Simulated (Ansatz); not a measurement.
CH₇AlSi₂, SMILES [CH3][Al]1[SiH2][SiH2]1, an atomisation energy

Program: the Python package of Ansatz (0.2.0).

The script, `tae_ch7alsi2.py`:
```python
# -*- coding: utf-8 -*-
"""Atomisation energy of CH7AlSi2 at the given geometry."""

from collections import Counter
import logging
import sys

import ansatz
from ase import Atoms

logging.basicConfig(stream=sys.stdout, format="%(name)s: %(message)s")
log = logging.getLogger("ch7alsi2")
log.setLevel(logging.INFO)

BASIS = "aug-cc-pVDZ"
FUNCTIONAL = "r2SCAN"


def energy_of(molecule, charge=0, unpaired=0):
    calc = molecule.calculation().basis(gaussian=BASIS).functional(FUNCTIONAL)
    if charge:
        calc = calc.charge(charge)
    if unpaired:
        calc = calc.spin("collinear", total=unpaired)
    report = calc.run(threads=1).report
    if report["published_state_doubts"]:
        print("  doubts:", report["published_state_doubts"])
    return report["free_energy_ev"]

atoms = Atoms(["C", "Al", "Si", "Si", "H", "H", "H", "H", "H", "H", "H"], positions=[
    [-1.2201, 1.9582, -0.5896],
    [-0.4925, 0.2143, -0.1967],
    [0.3984, -1.2715, 1.4046],
    [1.2668, -1.3982, -0.6479],
    [-0.6516, 2.4997, -1.3928],
    [-1.2802, 2.6344, 0.3201],
    [-2.2784, 1.8795, -0.9719],
    [-0.3796, -2.3928, 1.7968],
    [1.4014, -0.6698, 2.4013],
    [2.5642, -0.8933, -0.7718],
    [0.737, -2.6176, -1.3317],
])
ch7alsi2 = ansatz.Crystal.molecule_from_ase(atoms)

# unpaired electrons of the ground-state atoms
unpaired = {"C": 2, "Al": 1, "Si": 2, "H": 1}
counts = Counter(site.symbol for site in ch7alsi2.cartesian_sites)
atom_energy = {s: energy_of(ansatz.Crystal.molecule().atom(s, (0, 0, 0)), 0, unpaired[s]) for s in counts}
whole = energy_of(ch7alsi2, 0, 0)
for s, e in atom_energy.items():
    log.info(f"{s:2s} x{counts[s]}  {e:14.5f} eV")
log.info(f"CH7AlSi2: {whole:.5f} eV")
split = sum(counts[s] * e for s, e in atom_energy.items()) - whole
log.info(f"atomisation energy (no zero-point term): {96.485332 * split:.1f} kJ/mol, {split / sum(counts.values()):.3f} eV an atom")
```

Running `python tae_ch7alsi2.py` prints:
```text
ch7alsi2: C  x1     -1029.34803 eV
ch7alsi2: Al x1     -6594.07253 eV
ch7alsi2: Si x2     -7873.32947 eV
ch7alsi2: H  x7       -13.59129 eV
ch7alsi2: CH7AlSi2: -23498.50261 eV
ch7alsi2: atomisation energy (no zero-point term): 3211.4 kJ/mol, 3.026 eV an atom
```

3211.4 kJ/mol from the electronic energies, without the zero-point term.

Notes:
- Total energies depend on the basis set; only differences at equal settings carry meaning.
- The geometry is a force-field or estimated start, not a minimum of this method, and the basis set is short of its limit. All parts are taken at fixed geometry, without zero-point energy.
- For Al to Cl the sets with a tight d function, cc-pV(X+d)Z, are usual.
- The whole script took 19 s on 1 thread of Arm Neoverse V2, with other jobs on the host, peak memory 0.35 GiB.
